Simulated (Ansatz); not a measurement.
**C2H10AlN: basis-set convergence**

An exercise on one series of results from a longer session: the logs are not shown, and one member is left open.

Computed with Ansatz 0.2.0, Gaussian basis. Level: one geometry, several basis sets.

The runs, in order: PBE0-D4/def2-SVP; ωB97M-V/def2-SVP; PBE0-D4/def2-QZVPP; ωB97M-V/def2-QZVPP; the functionals' def2-TZVPP values are taken from earlier runs.

## The geometry

All runs share one geometry, relaxed beforehand with PBE0-D4 in a triple-zeta def2 set.

SMILES `[CH3][AlH-]([CH3])[NH3+]`, 14 atoms, charge 0, spin multiplicity 1.

Atoms are counted from 1 here; the program's logs count them from 0.

Bond lengths: C1–Al2 1.977 Å, C1–H5 1.096 Å, C1–H6 1.096 Å, C1–H7 1.096 Å, Al2–C3 1.977 Å, Al2–N4 2.071 Å, Al2–H8 1.612 Å, C3–H9 1.096 Å, C3–H10 1.096 Å, C3–H11 1.096 Å, N4–H12 1.015 Å, N4–H13 1.015 Å, N4–H14 1.015 Å. Angles: Al2–C1–H5 113.1°, Al2–C1–H6 110.7°, Al2–C1–H7 112.7°, H5–C1–H6 106.2°, H5–C1–H7 107.4°, H6–C1–H7 106.2°, C1–Al2–C3 117.8°, C1–Al2–N4 100.7°, C1–Al2–H8 117.0°, C3–Al2–N4 100.7°, C3–Al2–H8 117.0°, N4–Al2–H8 97.5°, Al2–C3–H9 110.7°, Al2–C3–H10 113.1°, Al2–C3–H11 112.7°, H9–C3–H10 106.2°, H9–C3–H11 106.2°, H10–C3–H11 107.4° and more.

Set-up of the first run:

The input, in.yaml:

```yaml
crystal:
  periodic: [false, false, false]
  atoms:
    - {symbol: C, position_ang: [-0.930458, 1.052034, -1.294199]}
    - {symbol: Al, position_ang: [-0.487363, 0.155828, 0.411721]}
    - {symbol: C, position_ang: [1.171895, 0.702987, 1.337517]}
    - {symbol: N, position_ang: [0.055794, -1.722420, -0.271673]}
    - {symbol: H, position_ang: [-1.740387, 0.556718, -1.841697]}
    - {symbol: H, position_ang: [-1.265644, 2.080000, -1.116922]}
    - {symbol: H, position_ang: [-0.071171, 1.122501, -1.971651]}
    - {symbol: H, position_ang: [-1.723435, -0.307002, 1.337815]}
    - {symbol: H, position_ang: [1.055482, 1.694632, 1.788725]}
    - {symbol: H, position_ang: [1.451137, 0.026889, 2.153601]}
    - {symbol: H, position_ang: [2.031586, 0.773391, 0.660583]}
    - {symbol: H, position_ang: [0.306133, -2.325845, 0.504759]}
    - {symbol: H, position_ang: [-0.715533, -2.158492, -0.766178]}
    - {symbol: H, position_ang: [0.848764, -1.680421, -0.903602]}
basis:
  gaussian: {orbitals: def2-SVP}
hamiltonian: {xc: pbe0, dispersion: d4}
output: {orbitals: {seedname: orbitals}}
```

On the command line:

```
$ ansatz run in.yaml --threads 4 --pin off --events-out ev --progress --plain --max-ram 10444MiB
```

Steps of the session up to this table: PBE0-D4 in def2-SVP; ωB97M-V in def2-SVP; PBE0-D4 in def2-QZVPP; ωB97M-V in def2-QZVPP.

One table of the session follows, with a row left open; its other results are not shown here.

It belongs to the step «Functionals by basis». 

```
functional       basis  HOMO (eV)  LUMO (eV)
   PBE0-D4    def2-SVP      -6.83       0.44
   PBE0-D4  def2-TZVPP      -6.90      -0.11
   PBE0-D4  def2-QZVPP      -6.92      -0.40
   ωB97M-V    def2-SVP          ?          ?
   ωB97M-V  def2-TZVPP      -9.17       1.27
   ωB97M-V  def2-QZVPP      -9.18       0.77
```

**Question.** Estimate the row for ωB97M-V, def2-SVP.

The run gave: HOMO (eV): -9.08; LUMO (eV): 2.00. In the column «HOMO (eV)» it lies between ωB97M-V, def2-TZVPP (-9.17) and PBE0-D4, def2-QZVPP (-6.92).
